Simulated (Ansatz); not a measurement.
# Ag: single points about a listed cell

Aim: see how energy, forces, stress and gap of Ag answer to further strains and shifts, distortions that keep the symmetry, other functionals. Nothing is relaxed unless a step says so.

Method: DFT PBEsol, scalar-relativistic, plane waves, PAW, unless a step's input says otherwise, in Ansatz 0.2.0.

## Step 1: The structure to begin with

Symmetry: R-3m, No. 166, trigonal system. The conventional cell has a = 2.946 Å, b = 2.946 Å, c = 21.614 Å, α = 90.00°, β = 90.00°, γ = 120.00°. Ag (site symmetry -3m) is surrounded by 12 Ag at 2.94 to 2.95 Å. Ag (site symmetry 3m) has 12 Ag at 2.94 to 2.95 Å as nearest neighbours.

Structure file:

```
Ag
1.0
     1.47305    0.85046    7.20465
    -1.47305    0.85046    7.20465
     0.00000   -1.70093    7.20465
Ag
3
Direct
  0.00000 0.00000 0.00000
  0.77772 0.77772 0.77772
  0.22228 0.22228 0.22228
```

The structure comes from the Materials Project (structure only).

## Step 2: Functional and cell changed: r2SCAN

The change: strain xx, yy, zz, yz, xz, xy = +1.3, +1.3, +1.3, +0.0, +0.0, +0.0 %.

input.yaml reads:

```yaml
crystal:
  lattice:
    - [1.4921231241, 0.8614776873, 7.2979502175]
    - [-1.4921231241, 0.8614776873, 7.2979502175]
    - [0.0, -1.7229553747, 7.2979502175]
  atoms:
    - { symbol: Ag, position: [0.0, 0.0, 0.0] }
    - { symbol: Ag, position: [0.777719, 0.777719, 0.777719] }
    - { symbol: Ag, position: [0.222281, 0.222281, 0.222281] }
basis:
  ecutwfc: 500
kpoints:
  mp_grid: { grid: [18, 18, 18] }
hamiltonian:
  xc: r2scan
scf:
  occupations: { method: gaussian, width: 0.1 }
output:
  forces: true
  stress: true
  eigenvalues: true
```

## Step 3: A change within the space group

input.yaml reads:

```yaml
crystal:
  lattice:
    - [1.4079974006, 0.8129076782, 7.102632156]
    - [-1.4079974006, 0.8129076782, 7.102632156]
    - [0.0, -1.6258153565, 7.102632156]
  atoms:
    - { symbol: Ag, position: [0.0, 0.0, 0.0] }
    - { symbol: Ag, position: [0.7720525444, 0.7720525444, 0.7720525444] }
    - { symbol: Ag, position: [0.2279474556, 0.2279474556, 0.2279474556] }
basis:
  ecutwfc: 420
kpoints:
  mp_grid: { grid: [18, 18, 18] }
hamiltonian:
  xc: pbesol
scf:
  occupations: { method: gaussian, width: 0.1 }
output:
  forces: true
  stress: true
  eigenvalues: true
  populations: true
```

## Step 4: A distortion that keeps the symmetry

input.yaml reads:

```yaml
crystal:
  lattice:
    - [1.4496404439, 0.8369503004, 7.1982378615]
    - [-1.4496404439, 0.8369503004, 7.1982378615]
    - [0.0, -1.673900601, 7.1982378615]
  atoms:
    - { symbol: Ag, position: [0.0, 0.0, 0.0] }
    - { symbol: Ag, position: [0.7833854556, 0.7833854556, 0.7833854556] }
    - { symbol: Ag, position: [0.2166145444, 0.2166145444, 0.2166145444] }
basis:
  ecutwfc: 420
kpoints:
  mp_grid: { grid: [18, 18, 18] }
hamiltonian:
  xc: pbesol
scf:
  occupations: { method: gaussian, width: 0.1 }
output:
  forces: true
  stress: true
  eigenvalues: true
```

Q: Predict the outcome of this session. Wanted: for each run, case; energy; pressure; largest force.

The runs gave:

```
step                                  case  energy (meV/atom)  pressure (GPa)  largest force (eV/Å)  gap on the mesh (eV)
   2   functional and cell changed: r2SCAN                n/a            -6.6                  0.00                  0.00
   3       a change within the space group               +0.0             5.4                  0.98                  0.00
   4  a distortion that keeps the symmetry               +5.9            -2.8                  1.16                  0.00
```

Energies are counted from step 3, with the smearing taken to zero. Other atoms or functionals have another zero of energy (n/a). A gap of 0.00 means none on the mesh at this level.

**Reading.** Among the distorted cells of the listed formula and level the largest force, 1.16 eV/Å, comes in step 4, shared by 2 atoms. The distorted cells of the listed formula and level show no gap on the mesh.
